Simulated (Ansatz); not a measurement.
# C6H15Cl3InP: how energies converge with the basis set

One table from this session's results is given with a row withheld; the runs are named, their logs left out.

Program: Ansatz 0.2.0, Gaussian basis. Level of theory: one geometry, several basis sets. These are calculated values, not measurements.

The runs, in order: PBE0-D4/def2-SVP; ωB97M-V/def2-SVP; PBE0-D4/def2-QZVPP; ωB97M-V/def2-QZVPP; the functionals' def2-TZVPP values are taken from earlier runs.

### The relaxed structure

An earlier PBE0-D4 in a triple-zeta def2 set relaxation fixed the geometry. In takes the def2 core potential; no spin-orbit term is included.

SMILES `CC[P+](CC)(CC)[In-]([Cl])([Cl])[Cl]`, 26 atoms, charge 0, spin multiplicity 1.

Atoms are counted from 1 here; the program's logs count them from 0.

Bond lengths: C1–C2 1.522 Å, C1–H12 1.091 Å, C1–H13 1.091 Å, C1–H14 1.092 Å, C2–P3 1.819 Å, C2–H15 1.093 Å, C2–H16 1.095 Å, P3–C4 1.819 Å, P3–C6 1.819 Å, P3–In8 2.577 Å, C4–C5 1.522 Å, C4–H17 1.093 Å, C4–H18 1.095 Å, C5–H19 1.092 Å, C5–H20 1.091 Å, C5–H21 1.091 Å, C6–C7 1.522 Å, C6–H22 1.095 Å and more. Angles: C2–C1–H12 112.1°, C2–C1–H13 109.9°, C2–C1–H14 111.3°, H12–C1–H13 107.7°, H12–C1–H14 108.1°, H13–C1–H14 107.6°, C1–C2–P3 113.0°, C1–C2–H15 110.0°, C1–C2–H16 111.7°, P3–C2–H15 106.1°, P3–C2–H16 108.3°, H15–C2–H16 107.5°, C2–P3–C4 107.2°, C2–P3–C6 107.2°, C2–P3–In8 111.7°, C4–P3–C6 107.1°, C4–P3–In8 111.8°, C6–P3–In8 111.7° and more.

The first run:

The input, in.yaml:

```yaml
crystal:
  periodic: [false, false, false]
  atoms:
    - {symbol: C, position_ang: [1.441235, 2.306969, 0.660943]}
    - {symbol: C, position_ang: [0.656473, 1.163181, 1.288117]}
    - {symbol: P, position_ang: [-0.064993, 0.035566, 0.056251]}
    - {symbol: C, position_ang: [-1.313004, 0.980704, -0.870432]}
    - {symbol: C, position_ang: [-1.995595, 0.161070, -1.956583]}
    - {symbol: C, position_ang: [-0.948235, -1.264959, 0.971692]}
    - {symbol: C, position_ang: [-0.020887, -2.152128, 1.790482]}
    - {symbol: In, position_ang: [1.735663, -0.951801, -1.500814]}
    - {symbol: Cl, position_ang: [1.809957, 0.610385, -3.254811]}
    - {symbol: Cl, position_ang: [0.839283, -3.051520, -2.058010]}
    - {symbol: Cl, position_ang: [3.634182, -1.002539, -0.116407]}
    - {symbol: H, position_ang: [0.809215, 2.947856, 0.043841]}
    - {symbol: H, position_ang: [1.880609, 2.929066, 1.442498]}
    - {symbol: H, position_ang: [2.256841, 1.933098, 0.038660]}
    - {symbol: H, position_ang: [1.318430, 0.551679, 1.907418]}
    - {symbol: H, position_ang: [-0.150293, 1.531127, 1.931192]}
    - {symbol: H, position_ang: [-0.782647, 1.825694, -1.318007]}
    - {symbol: H, position_ang: [-2.036625, 1.386866, -0.155435]}
    - {symbol: H, position_ang: [-1.270958, -0.220367, -2.678769]}
    - {symbol: H, position_ang: [-2.544857, -0.687683, -1.545651]}
    - {symbol: H, position_ang: [-2.707536, 0.784022, -2.500599]}
    - {symbol: H, position_ang: [-1.708573, -0.787106, 1.598870]}
    - {symbol: H, position_ang: [-1.470144, -1.863550, 0.220067]}
    - {symbol: H, position_ang: [-0.597716, -2.932400, 2.289818]}
    - {symbol: H, position_ang: [0.719305, -2.643386, 1.155720]}
    - {symbol: H, position_ang: [0.510871, -1.589843, 2.559907]}
basis:
  gaussian: {orbitals: def2-SVP}
hamiltonian: {xc: pbe0, dispersion: d4}
output: {orbitals: {seedname: orbitals}}
```

Started as:

```console
> ansatz run in.yaml --threads 11 --pin off --events-out ev --progress --plain --max-ram 174080MiB --backend cpu
```

Steps of the session up to this table: PBE0-D4 in def2-SVP; ωB97M-V in def2-SVP; PBE0-D4 in def2-QZVPP; ωB97M-V in def2-QZVPP.

One table of the session follows, with a row left open; its other results are not shown here.

| functional | basis | HOMO (eV) |
| --- | --- | --- |
| PBE0-D4 | def2-SVP | -7.76 |
| PBE0-D4 | def2-TZVPP | -7.87 |
| PBE0-D4 | def2-QZVPP | ? |
| ωB97M-V | def2-SVP | -9.82 |
| ωB97M-V | def2-TZVPP | -9.96 |
| ωB97M-V | def2-QZVPP | -9.98 |

Estimate the missing values for PBE0-D4, def2-QZVPP.

**Answer.** HOMO (eV): -7.88. In the column «HOMO (eV)» it lies between ωB97M-V, def2-SVP (-9.82) and PBE0-D4, def2-TZVPP (-7.87).
